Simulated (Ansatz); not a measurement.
**CH2Ga (doublet): wave-function methods side by side, cc-pVTZ**

One table from this session's results is given with a row withheld; the runs are named, their logs left out.

Computed with Ansatz 0.2.0, Gaussian basis. Level: cc-pVTZ, core rule «outside noble gas», up to 15 orbitals frozen.

Plan: UHF; CCSD(T) on ROHF; CCSD(T) on UHF; BCCD(T) on ROHF; CCSDT(Q) on ROHF; CCSDT(Q) on UHF; CASSCF and MRCISD+Q, 9 electrons in 10 orbitals; CASSCF and NEVPT2, 9 electrons in 10 orbitals.

12 further runs of the same task are left out: 7 for a known fault of the program, 5 set aside as unsound or not needed.

## The geometry

The geometry is a PBE0/def2-TZVP stationary point (not a proven minimum) of the parent state, kept for this charge and spin. No spin-orbit coupling is included. The filled d shell of Ga may be among the frozen orbitals whatever the setting's name suggests; the logs give the count.

4 atoms, charge 0, spin multiplicity 2.

Atoms are counted from 1 here; the program's logs count them from 0.

Bond lengths: C1–Ga2 1.979 Å, C1–H3 1.085 Å, C1–H4 1.085 Å. Angles: Ga2–C1–H3 120.7°, Ga2–C1–H4 120.7°, H3–C1–H4 118.7°.

Coordinates:

```xyz
4
CH2Ga
C     0.0000    0.0000    1.6343
Ga    0.0000    0.0000   -0.3448
H     0.0000    0.9334    2.1876
H     0.0000   -0.9334    2.1876
```

The first run:

Contents of in.yaml:

```yaml
crystal:
  periodic: [false, false, false]
  atoms:
    - {symbol: C, position_ang: [0.000000, 0.000000, 1.634303]}
    - {symbol: Ga, position_ang: [0.000000, 0.000000, -0.344779]}
    - {symbol: H, position_ang: [0.000000, 0.933392, 2.187576]}
    - {symbol: H, position_ang: [0.000000, -0.933392, 2.187576]}
basis:
  gaussian: {orbitals: cc-pVTZ}
magnetization: {spin_polarized: true, initial_magnetization: 1}
hamiltonian: {xc: hf}
output: {orbitals: {seedname: orbitals}}
```

Started as:

```sh
> ansatz run in.yaml --threads 1 --pin off --events-out ev --progress --plain --max-ram 4096MiB --backend cpu
```

Among the steps run: UHF; CCSD(T) on ROHF; CCSD(T) on UHF; BCCD(T) on ROHF; CCSDT(Q) on ROHF; CCSDT(Q) on UHF; CASSCF and MRCISD+Q, 9 electrons in 10 orbitals; CASSCF and NEVPT2, 9 electrons in 10 orbitals.

One of the session's tables, all rows but one given; the rest of the session is left out.

```
          method  from UCCSDT(Q) (kcal/mol)
            ROHF                    +148.84
             UHF                    +146.38
            RMP2                          ?
            UMP2                     +23.25
           RCCSD                      +5.60
           UCCSD                      +5.53
        RCCSD(T)                      +0.73
        UCCSD(T)                      +0.72
         BCCD(T)                      +0.71
          RCCSDT                      +0.24
          UCCSDT                      +0.21
       RCCSDT(Q)                      +0.03
       UCCSDT(Q)                          0
  CASSCF valence                     +92.19
  NEVPT2 valence                     +20.98
  MRCISD valence                      +5.72
MRCISD+Q valence                      +0.74
```

**Question.** Estimate the row for RMP2.

As computed: from UCCSDT(Q) (kcal/mol): +22.92. In the column «from UCCSDT(Q) (kcal/mol)» it lies between NEVPT2 valence (+20.98) and UMP2 (+23.25).

Among the levels timed on like hardware and quicker than the yardstick, those that no quicker one beats, quickest first: NEVPT2 valence (9.5 s, +20.98 kcal/mol); RCCSD(T) (11 s, +0.73 kcal/mol); BCCD(T) (19 s, +0.71 kcal/mol).

Caveats from the session: Of the multireference levels listed MRCISD+Q valence comes nearest in total energy (+0.74 kcal/mol), which doesn't show that its space is the better one. Restricted and unrestricted rows rest on different reference determinants; where their highest levels disagree by more than a few hundredths of an eV, they describe different states and don't form one ladder.
